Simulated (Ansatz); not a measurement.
# TiSn3O8: further runs on a relaxed guess, part 1 of 2

The task, for TiSn3O8: repeat the electronic structure at other levels of theory.

Method: DFT PBE, scalar-relativistic, plane waves, PAW, unless a step names another level, in Ansatz 0.2.0.

1 further run of the same task is left out (set aside as unsound or not needed).

## Step 1: The system as given

The structure is orthorhombic, space group Immm (No. 71). Conventional cell: a = 6.355 Å, b = 6.757 Å, c = 6.767 Å, α = 90.00°, β = 90.00°, γ = 90.00°. Ti (site symmetry mmm) is surrounded by 6 O at 1.98 to 2.03 Å. Around Sn (site symmetry 2mm) lie 6 O at 2.07 to 2.10 Å. Sn (site symmetry mmm) is surrounded by 6 O at 2.05 to 2.10 Å. O (site symmetry m) is surrounded by 1 Ti at 1.98 Å and 2 Sn at 2.10 Å. Around O (site symmetry m2m) lie 1 Ti at 2.03 Å and 2 Sn at 2.08 Å. Around O (site symmetry m2m) lie 3 Sn at 2.05 to 2.07 Å.

As a file:

```cif
data_structure
_symmetry_space_group_name_H-M 'P 1'
_symmetry_Int_Tables_number 1
_cell_length_a 5.7410
_cell_length_b 5.7410
_cell_length_c 5.7410
_cell_angle_alpha 112.790
_cell_angle_beta 107.904
_cell_angle_gamma 107.772
_cell_volume 145.29
loop_
_atom_site_label
_atom_site_type_symbol
_atom_site_fract_x
_atom_site_fract_y
_atom_site_fract_z
_atom_site_occupancy
Ti1 Ti 0.50000 0.50000 0.00000 1
Sn1 Sn 0.00000 0.74882 0.74882 1
Sn2 Sn 0.00000 0.25118 0.25118 1
Sn3 Sn 0.50000 0.00000 0.50000 1
O1 O 0.68945 0.45164 0.76219 1
O2 O 0.68945 0.92727 0.23781 1
O3 O 0.79973 0.50000 0.29973 1
O4 O 0.80399 0.00000 0.80399 1
O5 O 0.31055 0.07273 0.76219 1
O6 O 0.31055 0.54836 0.23781 1
O7 O 0.20027 0.50000 0.70027 1
O8 O 0.19601 0.00000 0.19601 1
```

The cell was relaxed beforehand at this level, from a generated guess; it needn't be the stable form of this composition. At a tolerance of 0.02 Å it has space group Immm (No. 71); it has 12.11 Å³/atom, an uncorrected energy of -1.94 eV/atom over the elements and, on its mesh, gap 1.72 eV.

## Step 2: Level of theory: r2SCAN

input.yaml reads:

```yaml
crystal:
  lattice:
    - [-3.1774331548, 3.378382954, 3.3837134988]
    - [3.1774331548, -3.378382954, 3.3837134988]
    - [3.1774331548, 3.378382954, -3.3837134988]
  atoms:
    - { symbol: Ti, position: [0.5, 0.5, 0.0] }
    - { symbol: Sn, position: [0.0, 0.7488240809, 0.7488240809] }
    - { symbol: Sn, position: [0.0, 0.2511759191, 0.2511759191] }
    - { symbol: Sn, position: [0.5, 0.0, 0.5] }
    - { symbol: O, position: [0.6894507797, 0.4516365238, 0.7621857441] }
    - { symbol: O, position: [0.6894507797, 0.9272650357, 0.2378142559] }
    - { symbol: O, position: [0.7997297025, 0.5, 0.2997297025] }
    - { symbol: O, position: [0.8039904185, 0.0, 0.8039904185] }
    - { symbol: O, position: [0.3105492203, 0.0727349643, 0.7621857441] }
    - { symbol: O, position: [0.3105492203, 0.5483634762, 0.2378142559] }
    - { symbol: O, position: [0.2002702975, 0.5, 0.7002702975] }
    - { symbol: O, position: [0.1960095815, 0.0, 0.1960095815] }
basis:
  ecutwfc: 500
kpoints:
  mp_grid: { grid: [6, 6, 6] }
  band_path:
    path:
      - [[0.0, 0.0, 0.0], [0.5, 0.5, -0.5], [0.47044776, 0.52955224, -0.47044776]]
      - [[-0.47044776, 0.47044776, 0.47044776], [0.0, 0.0, 0.0], [0.49921294, -0.49921294, 0.49921294]]
      - [[0.50078706, 0.49921294, -0.49921294], [0.5, 0.5, -0.5]]
      - [[0.0, 0.0, 0.0], [0.0, 0.5, 0.0], [0.25, 0.25, 0.25], [0.5, 0.0, 0.0], [0.0, 0.0, 0.0], [0.0, 0.0, 0.5], [0.25, 0.25, 0.25]]
    npoints: 10
hamiltonian:
  xc: r2scan
scf:
  occupations: { method: gaussian, width: 0.02 }
  n_extra_bands: 30
output:
  forces: true
  stress: true
  eigenvalues: true
  populations: true
  dos: { projected: true, de: 0.02, nscf_kmesh: { grid: [9, 9, 9] } }
  bader: false
  write_density: true
  write_potential: true
  elf: true
  volumetric_format: npy
```

Started as:

```
ansatz run input.yaml --threads 4 --pin off --max-ram 8192MiB --backend cpu --events-out ev --progress --plain --runs-dir out
```

The log of the run:

```text
Warning: RAYON_NUM_THREADS=4 ignored (pool sized by the plan → 4); use --threads N
scf.n_extra_bands = 30 over 51 filled bands (N_el = 102.0): the run solves 81 bands
Engine: ansatz 0.2.0, aarch64-unknown-linux-gnu
Pseudopotentials: kind: paw
Pseudopotential: Ti, paw, valence charge 12, recommended cutoff 500 eV (meta_gga), Ti.paw.azcp
Pseudopotential: Sn, paw, valence charge 14, recommended cutoff 500 eV (meta_gga), Sn.paw.azcp
Pseudopotential: O, paw, valence charge 6, recommended cutoff 500 eV (meta_gga), O.paw.azcp
Functional definition: r2SCAN
  parameter k0 = 0.174
  parameter k1 = 0.065
  parameter a1 = 4.9479
  exchange = r2scan_x(k0 = k0, k1 = k1, a1 = a1)
  correlation = r2scan_c
Crystal: 12 atoms, lattice volume = 145.291 Å³
Basis set: ecut = 500 eV, 3667 PW (Γ), exchange–correlation on 180×180×180 points (64 copies of the dense FFT grid, shifted against one another)
Bands: 81, of which v1, the nominal top of the filled ones, is band 51 counted from 1 (50 counted from 0)
Symmetry: 8 space group operations
Space group: Immm (ITA 71), of the structure as read, at distance tolerance 5.3e-5 Å
k-points: 46 of 216
Non-local potential: Ti, projectors of the file, l = 0: 3, l = 1: 2, l = 2: 3, l = 3: 1
Non-local potential: Sn, projectors of the file, l = 0: 2, l = 1: 2, l = 2: 2, l = 3: 2
Non-local potential: O, projectors of the file, l = 0: 2, l = 1: 2, l = 2: 1
PAW form: soft (Blöchl's): semilocal exchange-correlation on the pseudo side does not see the compensation charge
PAW frozen core: Ti, regenerated for the run's functional (the file was generated under x = pbe(κ = 0.804, μ = 0.2195149727645171), c = pbe(β = 0.06672455060314922))
PAW frozen core: Sn, regenerated for the run's functional (the file was generated under x = pbe(κ = 0.804, μ = 0.2195149727645171), c = pbe(β = 0.06672455060314922))
PAW frozen core: O, regenerated for the run's functional (the file was generated under x = pbe(κ = 0.804, μ = 0.2195149727645171), c = pbe(β = 0.06672455060314922))
PAW one-centre angular grid: Ti, 590 points (default); XC on 160 Gauss nodes
PAW one-centre angular grid: Sn, 590 points (default); XC on 249 of its mesh's 2787 points in the sphere
PAW one-centre angular grid: O, 302 points (default); XC on 160 Gauss nodes
Initial density: superposition of atomic densities (neutral atoms: chi_scale 0, normalization atom), corrected by the library's trained network
Initial wavefunctions: pseudopotential atomic-orbital guess
Functional: x = r2scan, c = r2scan; τ floored in thin density (d = 2e-4 eV/Å³)
SCF iter   1: F=—  HF=-25174.411031 eV  |F-HF|=—  |Δ(HF+E_count)|=         —  Δρ=1.75e-2  dr2=5.51e-1  dr2_τ=5.61e-1  ethr=1.77e-3  ⟨swp⟩=5.3  Hψ=15988  notcnv=0  defer=485
preconditioner: auto → Resta (q_TF=auto, 2.572 Å⁻¹)  ε∞=2.8  [insulator: Δε(μ)=2.472 eV  Ē_g=22.274 eV  σ=0.020 eV  W_gap=1.00  n_scr=42 (ndim 8)  ℏωp=29.9 eV  f_vac=0.033  D(μ)=0.00/eV (n_scr^D=0)  ε∞_Penn≈2.8]
SCF iter   2: F=—  HF=-25174.539529 eV  |F-HF|=—  |Δ(HF+E_count)|=   1.28e-1  Δρ=1.05e-2  dr2=1.30e-1  dr2_τ=2.73e-2  ethr=5.40e-4  ⟨swp⟩=2.8  Hψ=6974  notcnv=0  defer=1081
SCF iter   3: F=—  HF=-25174.522700 eV  |F-HF|=—  |Δ(HF+E_count)|=   1.68e-2  Δρ=4.53e-3  dr2=1.77e-2  dr2_τ=8.92e-4  ethr=1.28e-4  ⟨swp⟩=2.1  Hψ=4403  notcnv=0  defer=1081
SCF iter   4: F=—  HF=-25174.521773 eV  |F-HF|=—  |Δ(HF+E_count)|=   9.27e-4  Δρ=1.50e-3  dr2=2.87e-3  dr2_τ=3.67e-4  ethr=1.73e-5  ⟨swp⟩=2.0  Hψ=3928  notcnv=0  defer=1081
SCF iter   5: F=—  HF=-25174.521343 eV  |F-HF|=—  |Δ(HF+E_count)|=   4.30e-4  Δρ=4.71e-4  dr2=3.58e-4  dr2_τ=1.85e-5  ethr=2.81e-6  ⟨swp⟩=2.0  Hψ=3866  notcnv=0  defer=1081
SCF iter   6: F=—  HF=-25174.521314 eV  |F-HF|=—  |Δ(HF+E_count)|=   2.87e-5  Δρ=1.67e-4  dr2=5.13e-5  dr2_τ=2.96e-6  ethr=3.51e-7  ⟨swp⟩=2.0  Hψ=5165  notcnv=0  defer=1081
SCF iter   7: F=—  HF=-25174.521413 eV  |F-HF|=—  |Δ(HF+E_count)|=   9.84e-5  Δρ=6.62e-5  dr2=9.79e-6  dr2_τ=2.00e-7  ethr=5.03e-8  ⟨swp⟩=1.0  Hψ=3726  notcnv=0  defer=1081
SCF iter   8: F=—  HF=-25174.521411 eV  |F-HF|=—  |Δ(HF+E_count)|=   1.32e-6  Δρ=1.35e-5  dr2=3.05e-7  dr2_τ=2.38e-8  ethr=9.60e-9  ⟨swp⟩=2.1  Hψ=4392  notcnv=0  defer=1081
SCF iter   9: F=-25174.521411 eV  HF=-25174.521411 eV  |F-HF|=2.89e-8  |Δ(HF+E_count)|=   2.07e-8  Δρ=5.83e-6  dr2=5.09e-8  dr2_τ=4.14e-9  ethr=9.80e-11  ⟨swp⟩=16.8  Hψ=29108  notcnv=0
SCF 1 converged in 9 iterations: F = -25174.521411 eV  dr2 = 5.09e-8
NSCF: frozen V_eff on 114 k-points
NSCF: frozen V_eff on 125 k-points
SCF converged after 9 iterations
Free energy (F): -25174.521411 eV
Harris-Foulkes:  -25174.521411 eV  (|F-HF|=2.89e-8)
Internal energy: -25174.521411 eV  (E = F + TS)
E sigma→0 (E₀):  -25174.521411 eV
Fermi energy:    9.511512 eV
--- Per-component energies (eV) ---
  E_band       = -521.292624
  E_kinetic    = 2243.412495
  E_local      = -6004.720831  (includes V_loc(G=0)·N_el)
  E_nonlocal   = 291.795692
  E_hartree    = 2882.287800
  E_xc         = -1792.682994
  E_vxc        = -1277.335372  (∫ρ·V_xc dr)
  E_paw        = -14850.044818  (= ΣΔE_a)
  E_vpaw       = -1620.882992  (= ΣTr[D̂ρ^β])
  E_aug_tail   = 0.008358  (compensation charges beyond the density's cutoff)
  E_vtau       = 81.852805  (kinetic-family band-sum trace: ∫τ·v_τ [+ j·A + Jᵃ·Aᵃ] dr)
  E_ewald      = -7946.274087
  E_core_change = 1.696975  (= ΣΔE_core)
  E_smearing   = -0.000000  (= −TS)
  E_closure    = -0.000000  (closes the sum)
  Σ components = -25174.521411   (vs F -25174.521411, Δ=0.00e0)
--- Forces (eV/Å), atoms counted from 1 ---
  atom   1  Ti     0.00000000     0.00000000     0.00000000
  atom   2  Sn     0.09189306     0.00000000     0.00000000
  atom   3  Sn    -0.09189306     0.00000000     0.00000000
  atom   4  Sn     0.00000000     0.00000000    -0.00000000
  atom   5  O     -0.14316158     0.00000000     0.05500377
  atom   6  O      0.14316158     0.00000000     0.05500377
  atom   7  O      0.00000000     0.23893190     0.00000000
  atom   8  O      0.00000000     0.03572681     0.00000000
  atom   9  O     -0.14316158     0.00000000    -0.05500377
  atom  10  O      0.14316158     0.00000000    -0.05500377
  atom  11  O      0.00000000    -0.23893190     0.00000000
  atom  12  O      0.00000000    -0.03572681     0.00000000
  max |Σ_I F_I| component: 2.78e-17 eV/Å
--- Stress (GPa, compression-positive) ---
       -7.998035       0.000000       0.000000
        0.000000      -6.821786       0.000000
        0.000000       0.000000      -6.545037
  P = ⅓ Tr σ = -7.1216 GPa (-71.216 kbar)
--- Band table (eV; the first three rows and the last of 46) ---
  k-point 0: bands = ["-50.8870", "-26.0835", "-26.0355", "-25.9562", "-13.3128", "-13.2471", "-12.8173", "-12.6418", "-12.6335", "-12.3914", "-12.3705", "-12.3499", "-12.2836", "-12.2751", "-12.2286", "-12.2143", "-12.2031", "-12.1757", "-12.1542", "-11.1204", "-9.7844", "-9.6256", "-9.2751", "-9.1466", "-8.8484", "-8.1569", "-8.1083", "0.2657", "0.8749", "2.3591", "3.1799", "4.0443", "4.6392", "4.6486", "4.8003", "4.8421", "4.8765", "4.8891", "5.9009", "6.1675", "6.5464", "6.6832", "6.8295", "7.0006", "7.3058", "7.3826", "7.5201", "7.5805", "7.6872", "7.6896", "8.3548", "10.6682", "11.0933", "11.6211", "11.6272", "13.7736", "13.8527", "14.1912", "15.0289", "15.6295", "16.1232", "17.9543", "18.1460", "18.5896", "19.7917", "19.8379", "20.1526", "20.5219", "21.6545", "21.8144", "22.0633", "22.0754", "23.0890", "23.4218", "24.2359", "24.4725", "24.7838", "24.8236", "25.6198", "26.0394", "26.2332"]
  k-point 1: bands = ["-50.8870", "-26.0838", "-26.0355", "-25.9562", "-13.3251", "-13.1649", "-12.8119", "-12.6701", "-12.6306", "-12.4441", "-12.3774", "-12.3467", "-12.2829", "-12.2668", "-12.2344", "-12.2149", "-12.2046", "-12.1823", "-12.1757", "-11.0446", "-9.8659", "-9.4669", "-9.3495", "-9.1711", "-8.7808", "-8.3935", "-8.0262", "0.4410", "1.0009", "2.5237", "3.4060", "4.0187", "4.2632", "4.4855", "4.6100", "4.9545", "5.0933", "5.2672", "5.7985", "5.9650", "6.4570", "6.4697", "6.5810", "6.9242", "7.2658", "7.3094", "7.4369", "7.5437", "7.6019", "7.6350", "8.2467", "11.0540", "11.3619", "11.6371", "11.6392", "13.6779", "14.0267", "14.2657", "14.9984", "15.9035", "16.5266", "17.9542", "18.1507", "18.6598", "19.7067", "19.9499", "20.4248", "20.4705", "21.5975", "21.7861", "21.8818", "22.1771", "22.7939", "23.2585", "23.2990", "24.3929", "24.8038", "25.2815", "25.9517", "26.0293", "26.1820"]
  k-point 2: bands = ["-50.8870", "-26.0842", "-26.0356", "-25.9563", "-13.2826", "-13.0155", "-12.8010", "-12.7600", "-12.7320", "-12.4944", "-12.3511", "-12.3354", "-12.2785", "-12.2512", "-12.2482", "-12.2164", "-12.2157", "-12.2087", "-12.2002", "-10.8185", "-10.0464", "-9.4614", "-9.2456", "-9.1896", "-8.6824", "-8.6592", "-8.0642", "0.8962", "1.2947", "2.8274", "3.5653", "3.8890", "4.0801", "4.3321", "4.6661", "4.9461", "5.3288", "5.4089", "5.5532", "5.7326", "5.9490", "6.2300", "6.4616", "6.8030", "7.0357", "7.1551", "7.2764", "7.3561", "7.5479", "7.6910", "8.0009", "11.1636", "11.5441", "11.6342", "12.6081", "13.7946", "13.8228", "14.6097", "14.9079", "16.6993", "17.2677", "17.9030", "18.5213", "18.6304", "19.1126", "20.1438", "20.1946", "21.3146", "21.4792", "21.5303", "21.9533", "21.9744", "22.4373", "22.4839", "23.0822", "24.3197", "24.7848", "24.9441", "25.4053", "25.5067", "26.1474"]
  k-point 45: bands = ["-50.8870", "-26.0837", "-26.0356", "-25.9563", "-13.2346", "-13.1812", "-12.9681", "-12.8091", "-12.6283", "-12.3932", "-12.3721", "-12.3353", "-12.2732", "-12.2698", "-12.2269", "-12.2209", "-12.2082", "-12.1762", "-12.1596", "-10.1977", "-9.7237", "-9.6557", "-9.3807", "-9.2969", "-9.2297", "-8.7779", "-8.0446", "1.5542", "1.8290", "2.1248", "3.8254", "3.9941", "4.6124", "4.6730", "4.7911", "4.8577", "5.0396", "5.0892", "5.5224", "6.1912", "6.2357", "6.4361", "6.4768", "6.6100", "6.7934", "6.8138", "6.8270", "7.0829", "7.1574", "7.1596", "7.5001", "10.6814", "11.9044", "11.9130", "11.9761", "14.2351", "14.3571", "14.8299", "14.9053", "16.4975", "16.9730", "18.7544", "19.3157", "19.6754", "19.8427", "20.1256", "20.1484", "21.1091", "21.7207", "21.7527", "21.7839", "21.8215", "22.3223", "22.4379", "22.7274", "22.7675", "24.1668", "24.5539", "24.9325", "25.4048", "26.3087"]
--- Löwdin populations: 12 sites ---
  site symbol       q [e]
     0     Ti     10.4404
     1     Sn     12.1950
     2     Sn     12.1950
     3     Sn     12.1857
     4      O      6.7971
     5      O      6.7971
     6      O      6.8054
     7      O      6.8395
     8      O      6.7971
     9      O      6.7971
    10      O      6.8054
    11      O      6.8395
  spilling = 0.004961 (of n_electrons = 102.000000)
```

Wall time 67 s (4 threads of Arm Neoverse V2, shared host); peak memory 1.6 GiB.

Per atom:

```
atom  Löwdin electrons
 Ti1             10.44
 Sn2             12.19
 Sn3             12.19
 Sn4             12.19
  O5              6.80
  O6              6.80
  O7              6.81
  O8              6.84
  O9              6.80
 O10              6.80
 O11              6.81
 O12              6.84
```

The Löwdin counts miss 0.51 of the 102 electrons, which the atomic orbitals do not span, so they are no charges.

From bands.tsv, the levels nearest the gap at the path's corners, in eV from the valence-band top:

```tsv
point	band 48	band 49	band 50	band 51	band 52	band 53	band 54	band 55
Γ	-0.77	-0.67	-0.67	0.00	2.31	2.74	3.27	3.27
X	-1.27	-1.20	-1.19	-0.85	2.33	3.55	3.56	3.62
F2	-1.26	-1.19	-1.18	-0.85	2.35	3.55	3.55	3.64
Σ0	-1.26	-1.19	-1.18	-0.85	2.35	3.55	3.55	3.64
Γ	-0.77	-0.67	-0.67	0.00	2.31	2.74	3.27	3.27
Y0	-1.27	-1.20	-1.19	-0.85	2.33	3.55	3.56	3.62
U0	-1.27	-1.20	-1.19	-0.85	2.33	3.55	3.56	3.62
X	-1.27	-1.20	-1.19	-0.85	2.33	3.55	3.56	3.62
Γ	-0.77	-0.67	-0.67	0.00	2.31	2.74	3.27	3.27
R	-0.79	-0.73	-0.48	-0.48	3.05	3.20	3.53	4.08
W	-0.94	-0.82	-0.79	-0.66	3.06	3.16	3.30	4.72
S	-1.02	-0.77	-0.70	-0.59	2.75	3.21	3.26	4.90
Γ	-0.77	-0.67	-0.67	0.00	2.31	2.74	3.27	3.27
T	-1.02	-0.82	-0.65	-0.49	2.75	3.27	3.27	5.16
W	-0.94	-0.82	-0.79	-0.66	3.06	3.16	3.30	4.72
```

Highest filled and lowest empty level along the path:

```
distance (1/Å)  highest filled (eV)  lowest empty (eV)
          0.00                 0.00               2.31
          0.37                -0.31               2.52
          0.74                -0.79               2.40
          0.94                -0.85               2.33
          0.96                -0.85               2.33
          0.99                -0.85               2.35
          1.27                -0.73               2.78
          1.64                -0.15               2.87
          2.01                -0.02               2.39
          2.38                -0.43               2.64
          2.75                -0.82               2.35
          2.85                -0.85               2.33
          2.85                -0.85               2.33
          2.85                -0.85               2.33
          3.05                -0.08               2.60
          3.32                -0.31               2.97
          3.57                -0.48               3.05
          3.76                -0.55               3.06
          3.94                -0.65               3.06
          4.14                -0.67               3.00
          4.34                -0.62               2.81
          4.55                -0.58               2.74
          4.81                -0.26               2.64
          5.08                -0.01               2.35
          5.35                -0.09               2.66
          5.62                -0.38               2.80
          5.87                -0.50               2.76
          6.05                -0.60               2.88
          6.24                -0.66               3.05
```

States per cell in windows of 1 eV, from dos.tsv and pdos.tsv (zero at the valence-band top):

```csv
from,to,total,Ti 3d,Sn 5s,Sn 5p,O 2p
-8,-7,2.00,0.03,0.66,0.05,1.18
-7,-6,2.47,0.08,0.72,0.06,1.47
-6,-5,2.36,0.08,0.33,0.21,1.57
-5,-4,6.25,0.38,0.11,0.90,4.64
-4,-3,7.58,0.43,0.05,0.74,6.08
-3,-2,8.41,0.53,0.04,0.29,7.20
-2,-1,11.62,0.29,0.04,0.15,10.83
-1,0,7.30,0.05,0.00,0.04,7.10
0,1,0.00,0.00,0.00,0.00,0.00
1,2,0.00,0.00,0.00,0.00,0.00
2,3,1.92,1.49,0.19,0.03,0.15
3,4,4.54,3.35,0.20,0.10,0.72
4,5,1.93,0.51,0.55,0.11,0.45
5,6,3.63,1.53,0.60,0.17,0.92
6,7,3.77,0.68,1.35,0.17,1.29
7,8,0.83,0.04,0.10,0.44,0.13
```

A further 54 or so states lie below the table's range.

Axes a, b and c in the maps are those of this run's conventional cell (a, b, c = 6.355, 6.757, 6.767 Å).

Density in a lattice plane of the grid's cell (edges 6.35 and 6.77 Å, at 0.000 of the third edge), which holds Ti and Sn and O.

Ten even steps from ' ' (0.05 e/Å³) to '@' (16.78 e/Å³):
```
        ::++++::              ::++++::      
          ....                  ....        
                                            
                                            
        ..::::                  ::::..      
        ::==--..              ..--==::      
        ::--::..              ..::--::      
....      ..        ......        ..      ..
==--..            ..--++--..            ..--
++++::            ::**@@**::            ::++
==--..            ..--++--..            ..--
....      ..        ......        ..      ..
        ::--::..              ..::--::      
        ::==--..              ..--==::      
        ..::::                  ::::..      
                                            
                                            
          ....                  ....        
        ::++++::              ::++++::      
      ..==%%%%==..          ..==%%%%==..    
```
Columns run along the first of these edges and rows up along the second, over one cell in 22 and 20 even steps from the bottom left corner. Atoms in the plane (fractional): Ti at (0.00, 0.50), Sn at (0.75, 0.00), Sn at (0.25, 0.00), Sn at (0.50, 0.50), O at (0.76, 0.69), O at (0.24, 0.69), O at (0.76, 0.31), O at (0.24, 0.31).

ELF in the same plane.

Values, 12 rows by 12 columns:
```
0.06 0.10 0.20 0.09 0.20 0.11 0.07 0.11 0.20 0.09 0.19 0.10
0.02 0.08 0.31 0.39 0.25 0.07 0.03 0.07 0.25 0.39 0.31 0.08
0.03 0.44 0.78 0.71 0.75 0.28 0.04 0.28 0.75 0.71 0.78 0.44
0.04 0.43 0.78 0.38 0.80 0.30 0.15 0.30 0.80 0.39 0.78 0.43
0.63 0.39 0.54 0.72 0.43 0.17 0.09 0.17 0.43 0.72 0.54 0.39
0.00 0.59 0.06 0.08 0.14 0.07 0.00 0.07 0.14 0.08 0.06 0.59
0.63 0.39 0.54 0.72 0.43 0.17 0.09 0.17 0.43 0.72 0.54 0.39
0.04 0.43 0.78 0.39 0.80 0.30 0.15 0.30 0.80 0.38 0.78 0.43
0.03 0.44 0.78 0.71 0.75 0.28 0.04 0.28 0.75 0.71 0.78 0.44
0.02 0.08 0.31 0.39 0.25 0.07 0.03 0.07 0.25 0.39 0.31 0.08
0.06 0.10 0.19 0.09 0.20 0.11 0.07 0.11 0.20 0.09 0.20 0.10
0.07 0.14 0.07 0.00 0.07 0.15 0.08 0.15 0.07 0.00 0.07 0.14
```
Columns run along the first of these edges and rows up along the second, over one cell in 12 and 12 even steps from the bottom left corner. Atoms in the plane (fractional): Ti at (0.00, 0.50), Sn at (0.75, 0.00), Sn at (0.25, 0.00), Sn at (0.50, 0.50), O at (0.76, 0.69), O at (0.24, 0.69), O at (0.76, 0.31), O at (0.24, 0.31).

Both are smooth fields of the valence electrons: close to the nuclei they are not physical.

Maxima of ELF outside the ion cores: 0.86 beside O, off the lines to its neighbours, 0.6 Å from O; 0.84 in the shell around O, 0.6 Å from O; 0.82 on the O–Sn line, 0.7 Å from O.

(Continued in part 2 of 2.)
